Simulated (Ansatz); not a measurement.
# C2H4O2Si: the cost of one run

Computed with Ansatz 0.2.0, Gaussian basis. Level: the settings change from run to run.

### 1 The geometry

The geometry comes from an earlier relaxation with PBE0-D4 in a triple-zeta def2 set; it is a stationary point, not always the lowest conformer.

SMILES `O=C1C[SiH]1O`, 9 atoms, charge 0, spin multiplicity 1.

Atoms are counted from 1 here; the program's logs count them from 0.

Bond lengths: O1–C2 1.197 Å, C2–C3 1.498 Å, C2–Si4 1.865 Å, C3–Si4 1.897 Å, C3–H6 1.097 Å, C3–H7 1.088 Å, Si4–O5 1.634 Å, Si4–H8 1.477 Å, O5–H9 0.959 Å. Angles: O1–C2–C3 134.0°, O1–C2–Si4 150.3°, C3–C2–Si4 67.7°, C2–C3–Si4 65.4°, C2–C3–H6 111.9°, C2–C3–H7 120.2°, Si4–C3–H6 101.0°, Si4–C3–H7 137.8°, H6–C3–H7 112.3°, C2–Si4–C3 46.9°, C2–Si4–O5 123.5°, C2–Si4–H8 126.6°, C3–Si4–O5 126.5°, C3–Si4–H8 114.0°, O5–Si4–H8 107.2°, Si4–O5–H9 118.7°.

### 2 rPW86-PBE/aug-cc-pVTZ

Set apart from the defaults: rVV10 dispersion.

in.yaml reads:

```yaml
crystal:
  periodic: [false, false, false]
  atoms:
    - {symbol: O, position_ang: [0.858961, -1.781221, 1.257297]}
    - {symbol: C, position_ang: [0.541212, -1.035535, 0.376187]}
    - {symbol: C, position_ang: [1.123483, 0.228842, -0.178333]}
    - {symbol: Si, position_ang: [-0.741233, 0.027339, -0.461894]}
    - {symbol: O, position_ang: [-1.935422, 0.800768, 0.340856]}
    - {symbol: H, position_ang: [1.505770, 0.090699, -1.197393]}
    - {symbol: H, position_ang: [1.785434, 0.840600, 0.431908]}
    - {symbol: H, position_ang: [-1.130726, -0.021103, -1.885403]}
    - {symbol: H, position_ang: [-1.918879, 0.803211, 1.299675]}
basis:
  gaussian: {orbitals: aug-cc-pVTZ}
hamiltonian: {xc: {name: rPW86-PBE}, dispersion: rvv10}
output: {forces: true}
```

Run with:

```console
$ ansatz run in.yaml --threads 2 --pin off --events-out ev --progress --plain --max-ram 4352MiB
```

What time and memory should one allow on 2 threads of Arm Neoverse V1, shared host?

About 24 s, with a peak of 0.58 GiB.
